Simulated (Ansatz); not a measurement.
# CH6BN, SMILES CBN: energies of removing a hydrogen

Computed with the Ansatz DFT code, driven from Python.

The script, `run_bde.py`:
```python
"""X-H bond energies of CH6BN without relaxation."""

import ansatz as az


def total_energy(molecule, charge=0, unpaired=0):
    calc = molecule.calculation().basis(gaussian="cc-pVDZ").functional("R2SCAN0")
    if charge:
        calc = calc.charge(charge)
    if unpaired:
        calc = calc.spin("collinear", total=unpaired)
    report = calc.run(threads=1).report
    if report["published_state_doubts"]:
        print("  doubts:", report["published_state_doubts"])
    return report["free_energy_ev"]

def without(molecule, index):
    rest = az.Crystal.molecule()
    for i, site in enumerate(molecule.cartesian_sites):
        if i != index:
            rest = rest.atom(site.symbol, site.position_ang)
    return rest

geometry_ang = [
    ("C", (-0.6489, 0.7388, -0.6193)),
    ("B", (0.4878, -0.1745, -0.1929)),
    ("N", (0.2399, -1.2085, 0.8848)),
    ("H", (-1.4727, 0.1835, -1.0038)),
    ("H", (-0.3507, 1.4535, -1.4575)),
    ("H", (-1.028, 1.4044, 0.237)),
    ("H", (1.5689, -0.083, -0.724)),
    ("H", (1.2197, -1.6884, 1.0355)),
    ("H", (0.0725, -0.6721, 1.823)),
]
mol = az.Crystal.molecule()
for symbol, xyz in geometry_ang:
    mol = mol.atom(symbol, xyz)

whole = total_energy(mol, 0)
hydrogen = total_energy(az.Crystal.molecule().atom("H", (0, 0, 0)), 0, 1)
print(f"E(molecule) = {whole:.5f} eV, E(H) = {hydrogen:.5f} eV")
for index in [5, 6, 8]:
    radical = total_energy(without(mol, index), 0, 1)
    print(f"H{index}: homolysis {23.060548 * (radical + hydrogen - whole):.1f} kcal/mol")
    anion = total_energy(without(mol, index), -1)
    print(f"H{index}: loss of a proton {23.060548 * (anion - whole):.1f} kcal/mol")
```

Running `python run_bde.py` prints:
```text
E(molecule) = -3299.17666 eV, E(H) = -13.58463 eV
H5: homolysis 105.7 kcal/mol
H5: loss of a proton 406.9 kcal/mol
H6: homolysis 102.7 kcal/mol
H6: loss of a proton 445.3 kcal/mol
H8: homolysis 113.0 kcal/mol
H8: loss of a proton 390.0 kcal/mol
```

Caveats:
- These settings explore the input space; basis and method may be short of convergence.
- The geometry is a force-field or estimated start, not a minimum of this method, and the basis set is short of its limit. All parts are taken at fixed geometry, without zero-point energy.
- Anions want diffuse functions, which this basis lacks.
- Wall time of the script: 17 s on 1 thread of AMD EPYC 9B14 (Zen 4) (shared host), peak memory 0.23 GiB.
